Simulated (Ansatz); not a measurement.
# H₉N₃OSi₂: up Jacob's ladder to CCSD(T)

How much do the methods differ for H₉N₃OSi₂? The plan is to run it at one geometry with functionals of several rungs and with coupled cluster. The yardstick is the atomisation energy at the CCSD(T) limit.

The runs use Ansatz 0.2.0, Gaussian basis; functionals in def2-TZVPP, the program's frozen cores in correlated methods.

Plan: PBE-D4, r2SCAN-D4, PBE0-D4, B3LYP-D4, ωB97X-V, ωB97M-V, B2PLYP; CCSD(T)/def2-TZVPP; MP2/def2-QZVPP; extrapolation to the limit.

## Step 1: The relaxed structure

All runs share one geometry, relaxed beforehand with PBE0-D4 in a triple-zeta def2 set.

SMILES `N[SiH2]N[SiH](N)O`, 15 atoms, charge 0, spin multiplicity 1.

Atoms are counted from 1 here; the program's logs count them from 0.

Bond lengths: N1–Si2 1.713 Å, N1–H7 1.006 Å, N1–H8 1.007 Å, Si2–N3 1.719 Å, Si2–H9 1.489 Å, Si2–H10 1.492 Å, N3–Si4 1.723 Å, N3–H11 1.013 Å, Si4–N5 1.703 Å, Si4–O6 1.646 Å, Si4–H12 1.482 Å, N5–H13 1.005 Å, N5–H14 1.005 Å, O6–H15 0.959 Å. Angles: Si2–N1–H7 120.0°, Si2–N1–H8 121.8°, H7–N1–H8 111.7°, N1–Si2–N3 108.9°, N1–Si2–H9 104.1°, N1–Si2–H10 115.7°, N3–Si2–H9 115.2°, N3–Si2–H10 105.4°, H9–Si2–H10 107.8°, Si2–N3–Si4 133.7°, Si2–N3–H11 112.8°, Si4–N3–H11 112.6°, N3–Si4–N5 106.7°, N3–Si4–O6 109.0°, N3–Si4–H12 114.3°, N5–Si4–O6 114.5°, N5–Si4–H12 111.2°, O6–Si4–H12 101.3° and more.

## Step 2: PBE-D4 (GGA)

Contents of in.yaml:

```yaml
crystal:
  periodic: [false, false, false]
  atoms:
    - {symbol: N, position_ang: [-0.035930, 2.741262, 0.575488]}
    - {symbol: Si, position_ang: [-0.041225, 1.476037, -0.579285]}
    - {symbol: N, position_ang: [-0.715277, 0.068169, 0.141073]}
    - {symbol: Si, position_ang: [-0.447995, -1.620601, -0.069956]}
    - {symbol: N, position_ang: [1.199027, -1.811061, -0.459345]}
    - {symbol: O, position_ang: [-0.922723, -2.411829, 1.293365]}
    - {symbol: H, position_ang: [-0.149045, 3.695472, 0.276494]}
    - {symbol: H, position_ang: [0.493554, 2.678190, 1.429413]}
    - {symbol: H, position_ang: [-0.811615, 2.034211, -1.725028]}
    - {symbol: H, position_ang: [1.297152, 1.058617, -1.089558]}
    - {symbol: H, position_ang: [-1.545164, 0.265746, 0.687677]}
    - {symbol: H, position_ang: [-1.315427, -2.253182, -1.091177]}
    - {symbol: H, position_ang: [1.544995, -2.619533, -0.946134]}
    - {symbol: H, position_ang: [1.828118, -1.029009, -0.513833]}
    - {symbol: H, position_ang: [-0.378445, -2.272499, 2.070805]}
basis:
  gaussian: {orbitals: def2-TZVPP}
hamiltonian: {xc: pbe, dispersion: d4}
output: {forces: true, orbitals: {seedname: orbitals}}
```

Command:

```bash
$ ansatz run in.yaml --threads 2 --pin off --events-out ev --progress --plain --max-ram 32768MiB --backend cuda --devices 0, --max-vram 18GiB
```

The runs that follow: r2SCAN-D4 (meta-GGA); PBE0-D4 (hybrid); B3LYP-D4 (hybrid); ωB97X-V (range-separated); ωB97M-V (range-separated); B2PLYP (double hybrid); CCSD(T) in def2-TZVPP; MP2 in def2-QZVPP.

Q: Predict the results of all the runs planned. Wanted: atomisation energy, CCSD(T)/CBS; farthest; mean size of error, hybrid; mean size of error, range-separated; gap, smallest and largest; T1 diagnostic; triples share of the correlation energy.

The runs gave:

| quantity | value |
| --- | --- |
| atomisation energy, CCSD(T)/CBS | 55.850 eV |
| functionals within 0.279 eV (0.5 %) | PBE-D4, B3LYP-D4, ωB97X-V, ωB97M-V |
| farthest | B2PLYP (-0.807 eV) |
| mean size of error, hybrid | 0.400 eV |
| mean size of error, range-separated | 0.140 eV |
| gap, smallest and largest | 5.80 eV (PBE-D4), 12.34 eV (ωB97X-V) |
| T1 diagnostic | 0.0106 |
| triples share of the correlation energy | 3.6 % |

PBE-D4 is off by +0.266 eV. Double hybrids carry the basis error of their MP2 part in triple zeta, and no dispersion term here, so their miss is partly the set-up's. Misses under about 0.279 eV are within the doubt on the reference itself, which lacks core-valence correlation, relativity and higher excitations. Hartree-Fock recovers 69 % of the binding; the rest is correlation. The gap grows from 5.8 to 12.3 eV across the functionals, mostly with the share of exact exchange.
